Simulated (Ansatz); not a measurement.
Runs of Ansatz 0.2.0 on NbCd3. It takes space group Pm-3m (No. 221, cubic). Conventional cell: a = 4.215 Å, b = 4.215 Å, c = 4.215 Å, α = 90.00°, β = 90.00°, γ = 90.00°. Around Cd (site symmetry 4/mmm) lie 8 Cd at 2.98 Å and 4 Nb at 2.98 Å. Around Nb (site symmetry m-3m) lie 12 Cd at 2.98 Å. 

```csv
task,level,cutoff (eV),basis error allowed,pressure (GPa)
band structure,PBE,207,0.002 eV/atom,7.2
band structure,PBEsol,207,0.002 eV/atom,1.4
single point,PBEsol,223,0.001 eV/atom,1.4
band structure,LDA,207,0.002 eV/atom,(a)
```

Alike in all rows: potentials or basis all-electron LAPW, scalar-relativistic; no spin polarisation; cell as given; k mesh 6 × 6 × 6; smearing fermi-dirac 0.05 eV.

Problem. Fill in the values left out.

Solution. (a) -2.5.

Not every run made on this cell is shown here.
